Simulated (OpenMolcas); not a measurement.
# Pm³⁺ among point charges: CASSCF levels and susceptibility

How does a field of 12 point charges split the states of Pm³⁺, and what χT follows?

Method: state-averaged CASSCF, spin-orbit coupling by RASSI with atomic mean-field integrals. Code: OpenMolcas 26.06.

## Step 1: The atom as given

```
Species                           : Pm³⁺ (promethium, Z = 61, 58 electrons)
Basis                             : ANO-RCC-VDZP [7s6p4d2f1g], 68 functions
Scalar Hamiltonian                : DKH2, point nucleus
Inactive shells                   : 1s 2s 2p 3s 3p 3d 4s 4p 4d 5s 5p
Active space                      : 4 electrons in 7 orbitals (4f)
Some configurations of this space : 4f4
Orbitals                          : optimised for the highest spin of each parity, averaged over all roots
```

Outer shells as boxes (Hund's rule):

4f4
```
4f [↑ ][↑ ][↑ ][↑ ][  ][  ][  ]
```

The ion sits among 12 point charges of -1 e arranged as a cuboctahedron (Oh), 2.64 Å from the ion.

Each step is its own input file, run in one work folder so that later steps find the files of earlier ones. Labels, J, g values, rates, χT and fits are worked out afterwards by a script from the matrices that RASSI stores. The input lists half of the charges; inversion (Group=XYZ) makes the rest.

## Step 2: GATEWAY and SEWARD: basis and integrals

Input file a.inp:

```
&GATEWAY
Coord
1

Pm 0.0 0.0 0.0
Basis=ANO-RCC-VDZP
Group=XYZ
NoMove
AngMom=0.0 0.0 0.0
AMFI
XField
6 Angstrom 0
1.866762 1.866762 0.000000 -1.000000
1.866762 -1.866762 0.000000 -1.000000
0.000000 1.866762 1.866762 -1.000000
0.000000 1.866762 -1.866762 -1.000000
1.866762 0.000000 1.866762 -1.000000
1.866762 0.000000 -1.866762 -1.000000
&SEWARD
```

## Step 3: Reference wave functions, quintets of even parity, 35 roots

Input file a.inp:

```
&RASSCF
FileOrb=start.orb
Symmetry=1
Spin=5
nActEl=4 0 0
Inactive=15 12
Ras2=0 7
CIRoot=35 35 1
SDav=35
CIMx=300
Iter=120 100
PrWF=0.3
OrbListing=Nothing
MaxOrb=0
>>> COPY $Project.JobIph JOB001
```

start.orb holds the contracted functions of the basis, ordered by shell, or the orbitals of the step before.

## Step 4: CASSCF: triplets of even parity, 162 roots

Input file a.inp:

```
&RASSCF
FileOrb=start.orb
Symmetry=1
Spin=3
nActEl=4 0 0
Inactive=15 12
Ras2=0 7
CIRoot=162 162 1
SDav=210
CIMx=300
Iter=120 100
PrWF=0.3
OrbListing=Nothing
MaxOrb=0
CIOnly
>>> COPY $Project.JobIph JOB002
```

## Step 5: Reference wave functions, singlets of even parity, 162 roots

Input file a.inp:

```
&RASSCF
FileOrb=start.orb
Symmetry=1
Spin=1
nActEl=4 0 0
Inactive=15 12
Ras2=0 7
CIRoot=162 162 1
SDav=196
CIMx=300
Iter=120 100
PrWF=0.3
OrbListing=Nothing
MaxOrb=0
CIOnly
>>> COPY $Project.JobIph JOB003
```

## Step 6: State interaction with spin-orbit coupling

Input file a.inp:

```
&RASSI
NrOfJobIphs=3 33 106 31
1 2 3 4 5 6 7 8 9 10 11 12 13 14 15 16 17 18 19 20 21 22 23 24 25 26 27
28 29 30 31 32 33
1 2 3 4 5 6 7 8 9 10 11 12 13 14 15 16 17 18 19 20 21 22 23 24 25 26 27
28 29 30 31 32 33 34 35 36 37 38 39 40 41 42 43 44 45 46 47 48 49 50 51
52 53 54 55 56 57 58 59 60 61 62 63 64 65 66 67 68 69 70 71 72 73 74 75
76 77 78 79 80 81 82 83 84 85 86 87 88 89 90 91 92 93 94 95 96 97 98 99
100 101 102 103 104 105 106
1 2 3 4 5 6 7 8 9 10 11 12 13 14 15 16 17 18 19 20 21 22 23 24 25 26 27
28 29 30 31
IphNames
JOB001
JOB002
JOB003
EJob
SpinOrbit
DIPRint=1.0
SOCoupling=1000.0
Subsets=2
Property=9
'ANGMOM' 1 'ANGMOM' 2 'ANGMOM' 3 'MLTPL  1' 1 'MLTPL  1' 2 'MLTPL  1' 3
'AMFI' 1 'AMFI' 2 'AMFI' 3
SOProperty=3
'ANGMOM' 1 'ANGMOM' 2 'ANGMOM' 3
```

Q: Predict the outcome of this session. Wanted: spin-free ground state; first state of the same spin within the active space; lowest level; next level.

The runs gave:

| quantity | value |
| --- | --- |
| method | CASSCF |
| spin-free ground state | 5A2, 1-fold in its orbital part |
| first state of the same spin within the active space | 5T2 at 33.8 cm⁻¹ |
| lowest level | 2-fold E, g = 0.00, 0.00, 0.00 |
| next level | 9.4 cm⁻¹ |
| χT at 300 K | 1.00 cm³ K/mol |
| effective moment at 300 K | 2.83 μB |

What this shows: The spin-free ground state (5A2) comes to 100 % from free-ion I terms and keeps the highest spin of the shell. The triplets, singlets rest on orbitals optimised for another spin in at least one step, which raises them against the optimised states. Not all states of the active space went into the spin-orbit step. High states of lower spin are left out of the spin-orbit mixing, and CASSCF puts spin-flip levels too high. This is an electrostatic model: the charges have no orbitals.
